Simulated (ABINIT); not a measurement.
Crystal: HfB.

```
CELL_PARAMETERS angstrom
0.00000 2.31000 2.31000
2.31000 0.00000 2.31000
2.31000 2.31000 0.00000
ATOMIC_POSITIONS crystal
Hf 0.50000 0.50000 0.50000
B 0.00000 0.00000 0.00000
```

Base run:

- Program: ABINIT 10.8.3 (patched build)
- Functional: PBE
- Potentials or basis: JTH PAW PBE v2.0
- Cutoff: 517 eV
- k mesh: 10 × 10 × 10
- Occupations: fermi-dirac, width 0.05 eV
- Spin: no spin polarisation

Its results: band gap on the k mesh none (metal or under the smearing width); pressure 30.8 GPa.

The run is repeated on the same cell with these changes: functional from PBE to PBEsol; potentials or basis from JTH PAW PBE v2.0 to PseudoDojo NC SR PBEsol v0.4.1 standard; cutoff from 517 eV to 1034 eV. What comes out?

Band gap on the k mesh none (metal or under the smearing width); pressure 24.6 GPa.

Caveats: a pressure of tens of GPa on the cell as given is suspect, and the run, the potentials or the cell itself is likely at fault (some runs).

Not every run made on this cell is shown here.
